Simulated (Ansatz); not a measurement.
# C₃H₆AlF: a ladder of functionals and wavefunction methods

The task here is to estimate one member of a computed series from the others.

The runs use Ansatz 0.2.0, Gaussian basis; functionals in def2-TZVPP, the program's frozen cores in correlated methods.

Levels to be run: PBE-D4, r2SCAN-D4, PBE0-D4, B3LYP-D4, ωB97X-V, ωB97M-V, B2PLYP; CCSD(T)/def2-TZVPP; MP2/def2-QZVPP; extrapolation to the limit.

### The geometry

The geometry comes from an earlier relaxation with PBE0-D4 in a triple-zeta def2 set; it is a stationary point, not always the lowest conformer.

SMILES `C/[C]([AlH2])=C\F`, 11 atoms, charge 0, spin multiplicity 1.

Atoms are counted from 1 here; the program's logs count them from 0.

Bond lengths: C1–C2 1.502 Å, C1–H6 1.094 Å, C1–H7 1.091 Å, C1–H8 1.094 Å, C2–Al3 1.937 Å, C2–C4 1.330 Å, Al3–H9 1.587 Å, Al3–H10 1.587 Å, C4–F5 1.343 Å, C4–H11 1.086 Å. Angles: C2–C1–H6 110.9°, C2–C1–H7 112.5°, C2–C1–H8 110.9°, H6–C1–H7 108.1°, H6–C1–H8 106.3°, H7–C1–H8 108.1°, C1–C2–Al3 125.7°, C1–C2–C4 121.7°, Al3–C2–C4 112.6°, C2–Al3–H9 120.6°, C2–Al3–H10 117.5°, H9–Al3–H10 121.9°, C2–C4–F5 123.6°, C2–C4–H11 125.8°, F5–C4–H11 110.6°.

The first run:

Input file in.yaml:

```yaml
crystal:
  periodic: [false, false, false]
  atoms:
    - {symbol: C, position_ang: [-1.152752, -0.728289, 0.578608]}
    - {symbol: C, position_ang: [-0.004878, -0.047544, -0.110902]}
    - {symbol: Al, position_ang: [1.248904, 1.171966, 0.721031]}
    - {symbol: C, position_ang: [0.247926, -0.239583, -1.402622]}
    - {symbol: F, position_ang: [-0.484938, -1.042909, -2.191343]}
    - {symbol: H, position_ang: [-0.798553, -1.339148, 1.413652]}
    - {symbol: H, position_ang: [-1.720908, -1.372160, -0.094796]}
    - {symbol: H, position_ang: [-1.840813, 0.006115, 1.006565]}
    - {symbol: H, position_ang: [1.120894, 1.535763, 2.260055]}
    - {symbol: H, position_ang: [2.394295, 1.782749, -0.192722]}
    - {symbol: H, position_ang: [1.056221, 0.216141, -1.967028]}
basis:
  gaussian: {orbitals: def2-TZVPP}
hamiltonian: {xc: pbe, dispersion: d4}
output: {forces: true, orbitals: {seedname: orbitals}}
```

The run is started by

```bash
ansatz run in.yaml --threads 4 --pin off --events-out ev --progress --plain --max-ram 10444MiB
```

Steps of the session up to this table: PBE-D4 (GGA); r2SCAN-D4 (meta-GGA); PBE0-D4 (hybrid); B3LYP-D4 (hybrid); ωB97X-V (range-separated); ωB97M-V (range-separated); B2PLYP (double hybrid); CCSD(T) in def2-TZVPP; MP2 in def2-QZVPP.

One table of the session follows, with a row left open; its other results are not shown here.

It belongs to the step «Atomisation energies». 

| method | atomisation energy (kcal/mol) |
| --- | --- |
| PBE-D4 | 995.4 |
| r2SCAN-D4 | 979.0 |
| PBE0-D4 | ? |
| B3LYP-D4 | 974.6 |
| ωB97X-V | 976.5 |
| ωB97M-V | 977.2 |
| B2PLYP | 964.9 |
| HF/def2-TZVPP | 721.8 |
| MP2/def2-TZVPP | 966.7 |
| CCSD/def2-TZVPP | 936.2 |
| CCSD(T)/def2-TZVPP | 950.7 |
| MP2/CBS | 989.6 |
| CCSD(T)/CBS | 973.6 |

Q: Estimate the row for PBE0-D4 from the others.

The run gave: atomisation energy (kcal/mol): 977.9. In the column «atomisation energy (kcal/mol)» it lies between ωB97M-V (977.2) and r2SCAN-D4 (979.0).
